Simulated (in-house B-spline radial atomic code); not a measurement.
**Pt³⁶⁺: ionisation energy by several methods**

Wanted: one ionisation energy, Pt³⁶⁺ to configuration [Kr] 4d5, up the ladder of functionals.

Program: in-house B-spline radial atomic code version 1. Level of theory: Dirac-Coulomb, several functionals; spherical all-electron atom at the radial basis limit. These are calculated values, not measurements, unless marked.

## 1. What is computed

| Property | Result |
| --- | --- |
| element | platinum (Z = 78) |
| charge | +36 |
| electrons | 42 |
| configuration | [Kr] 4d6 |
| nucleus | Fermi, rms radius 5.427 fm |

The outer shells:

[Kr] 4d6
```
[Kr] core
4d [↑↓][↑ ][↑ ][↑ ][↑ ]
```

The boxes only draw the filling; these runs are spin-restricted and spherical.

## 2. exchange-only LDA

Settings, as recorded:

```ini
Z = 78
electrons = 42.0
configuration = [Kr] 4d6
hamiltonian = dirac
method = lda,
spin_polarised = False
nucleus = fermi
rms_radius = 5.427
mass_number = 195
atomic_mass = 194.964794325
speed_of_light = 137.035999084
```

## 3. BLYP, a GGA

Changes to the settings of step 2:

```diff
@@ -4,3 +4,3 @@
 hamiltonian = dirac
-method = lda,
+method = b88,lyp
 spin_polarised = False
```

Before running: The tabulated ionisation energy is 1624 ± 5 eV (tabulated theoretical; NIST Atomic Spectra Database). What does each method give, and which comes nearest?

The runs gave:

| method | rung | total energy (hartree) | ΔSCF (eV) | with Breit, QED, recoil (eV) | −ε highest (eV) | corrected ΔSCF less tabulated (eV) |
| --- | --- | --- | --- | --- | --- | --- |
| exchange-only LDA | LDA | -17681.8465 | 1632.99 | 1632.15 | 1594.71 (4d5/2) | +8.15 |
| BLYP | GGA | -17699.0529 | 1635.57 | 1634.73 | 1597.33 (4d5/2) | +10.73 |

What this shows: The tabulated ionisation energy is 1624 ± 5 eV (tabulated theoretical; NIST Atomic Spectra Database). exchange-only LDA comes nearest (+8.15 eV) and BLYP is farthest (+10.73 eV, 0.66 %). All methods miss on the same side by much the same amount, which points to something that they share. Open shells are averaged (over orientations, and over spins where the run is restricted), while tables refer to the lowest levels.

Members of this set that are not shown: 2 used exact exchange with fractional occupations of an open shell, which is unsound here.
